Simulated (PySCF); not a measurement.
# C2H4BNO2: the cost of one run

The runs use PySCF 2.14.0, with density-fitted response routines of our own; the level of theory stands in each step. All values are computed, except where a source is named. Atoms are numbered from 0 throughout.

### Step 1. The starting structure

10 atoms, charge 0, multiplicity 1; geometry from: GFN2-xTB. The atoms were then displaced at random by about 0.01 Å, so the start is not that level's minimum.

Bonds of the start (Å): O0–B1 1.34, B1–O2 1.35, B1–C3 1.61, C3–C4 1.43, C4–N5 1.23, N5–C3 1.50, O0–H6 0.97, O2–H7 0.92, C3–H8 1.06, C4–H9 1.07.

### Step 2. Relaxing the molecule at PBE0-D3(BJ)/def2-SVP

What the job is given:

```
{"job": {"xc": "PBE0", "basis": "def2-SVP", "d3": "d3bj", "grid": 1, "shake": 0.01, "kind": "geom"}, "charge": 0, "multiplicity": 1}
O     -1.553940    -0.746920    -0.941640
B     -0.684620    -0.255750    -0.046670
O     -1.018990     0.147680     1.201510
C      0.851060    -0.129260    -0.506760
C      1.758450     0.759520     0.157170
N      1.937980    -0.416100     0.484170
H     -2.475890    -0.800520    -0.659290
H     -1.894970     0.053590     1.480830
H      1.051600    -0.399960    -1.509530
H      2.079750     1.766810     0.319150
```

Launch:

```
$ OMP_NUM_THREADS=1 python probes_run.py task.json out
```

The driver reads the jobs from task.json and runs them one after another.

**Question.** How long does this first job take on 1 thread of Arm Neoverse N1, shared host, and how much memory does it need?

About 36 s, with a peak of 0.42 GiB.
